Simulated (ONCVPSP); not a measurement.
# Pseudopotential generation for copper: ONCV, PBEsol

Aim: build the potential from the settings below, then test how well it stands in for the atom: other configurations, scattering, ghost states and the plane-wave cutoff that it needs.

The numbers are computed with ONCVPSP 4.0.1.1 (patched build) (PBEsol, scalar-relativistic, spin-unpolarised reference atom).

## (1) Settings

The settings as typed:

- element: copper (Cu, Z = 29)
- type: optimised norm-conserving Vanderbilt (ONCV)
- frozen core: [Ne]
- valence charge: 19
- reference configuration: 3s2 3p6 3d10 4s1
- partial waves: 3s+4s: rc 1.25 bohr, ncon 5, nbas 9, qcut 10.3 1/bohr, 2 projectors; 3p: rc 1.10 bohr, ncon 4, nbas 7, qcut 16 1/bohr, 2 projectors, debl 3.9 Ha; 3d: rc 0.85 bohr, ncon 4, nbas 8, qcut 15.3 1/bohr, 2 projectors, debl 2.7 Ha
- local potential: polynomial inside 0.80 bohr (lpopt 5, dvloc0 0 Ha)
- core correction: Teter function fitted to the true core (icmod 2), fcfact 0.6

An earlier all-electron run gives the scale for the radii.

All-electron outer shells of the reference configuration (PBEsol, scalar-relativistic, ld1.x):

```csv
shell,level (eV),outermost node (bohr),outermost maximum (bohr)
2p,-916.42,–,0.16
3s,-114.40,0.29,0.61
3p,-72.00,0.26,0.62
3d,-5.06,–,0.60
4s,-4.61,0.89,2.27
4p,-0.64,0.98,3.56
```

## (2) Generating the potential

File Cu.dat:

```
# ATOM AND REFERENCE CONFIGURATION
# atsym  z   nc   nv     iexc    psfile
  Cu 29.00    3    4  -116133      upf
#
#   n    l    f
    1    0    2.00
    2    0    2.00
    2    1    6.00
    3    0    2.00
    3    1    6.00
    3    2   10.00
    4    0    1.00
#
# PSEUDOPOTENTIAL AND OPTIMIZATION
# lmax
    2
#
#   l,   rc,      ep,       ncon, nbas, qcut
    0    1.25    0.00    5    9   10.30
    1    1.10    0.00    4    7   16.00
    2    0.85    0.00    4    8   15.30
#
# LOCAL POTENTIAL
# lloc, lpopt,  rc(5),   dvloc0
    4    5    0.80    0.00
#
# VANDERBILT-KLEINMAN-BYLANDER PROJECTORs
# l, nproj, debl
    0    2    2.80
    1    2    3.90
    2    2    2.70
#
# MODEL CORE CHARGE
# icmod, fcfact, rcfact
    2    0.60    1.15
#
# LOG DERIVATIVE ANALYSIS
# epsh1, epsh2, depsh
   -6.00    5.00    0.04
#
# OUTPUT GRID
# rlmax, drl
    6.00    0.01
#
# TEST CONFIGURATIONS
# ncnf
    4
# nvcnf
#   n    l    f
    4
    3    0    2.00
    3    1    6.00
    3    2   10.00
    4    0    0.00
#
    4
    3    0    2.00
    3    1    6.00
    3    2    9.00
    4    0    0.00
#
    4
    3    0    2.00
    3    1    6.00
    3    2    8.00
    4    0    0.00
#
    4
    3    0    2.00
    3    1    6.00
    3    2   10.00
    4    0    0.50
#
```

Started as:

```console
$ oncvpsp.x < Cu.dat > Cu.out
```

**Question.** What will these runs give? Wanted: cutoffs for 1 and 0.1 mHa per electron, occupied waves; bound ghosts; GHOST(+) flags; largest test error; largest phase difference near zero energy, channels read; rms error of d²Exc/dn², without and with the model core.

**Answer**, as computed:

| quantity | value |
| --- | --- |
| cutoffs for 1 and 0.1 mHa per electron, occupied waves | 107 Ha and 202 Ha |
| bound ghosts | none found |
| GHOST(+) flags | none at low energy |
| largest test error (AE − PS) | +1.4 meV, for 3s2 3p6 3d10 4s0 (2 tests unsolved) |
| largest phase difference near zero energy, channels read | 0.000 rad |
| rms error of d²Exc/dn², without and with the model core | 2.22 and 1.35 mHa |

**Reading.** The worst unpolarised test, 3s2 3p6 3d10 4s0, is off by 1.4 meV on 8.1 eV; by total energies transferability rates as very good where solved. Of the tests 2 gave no usable energy difference, which is a warning in itself. The potential is very hard: the looser tolerance needs 107 Ha. At the looser tolerance the 3d wave is the slowest; 3p needs 44 Ha. No bound ghost shows below the valence levels. Near zero energy the phases of the channels with partial waves agree within 0.001 rad. These are tests on the free atom; a crystal test is still owed.
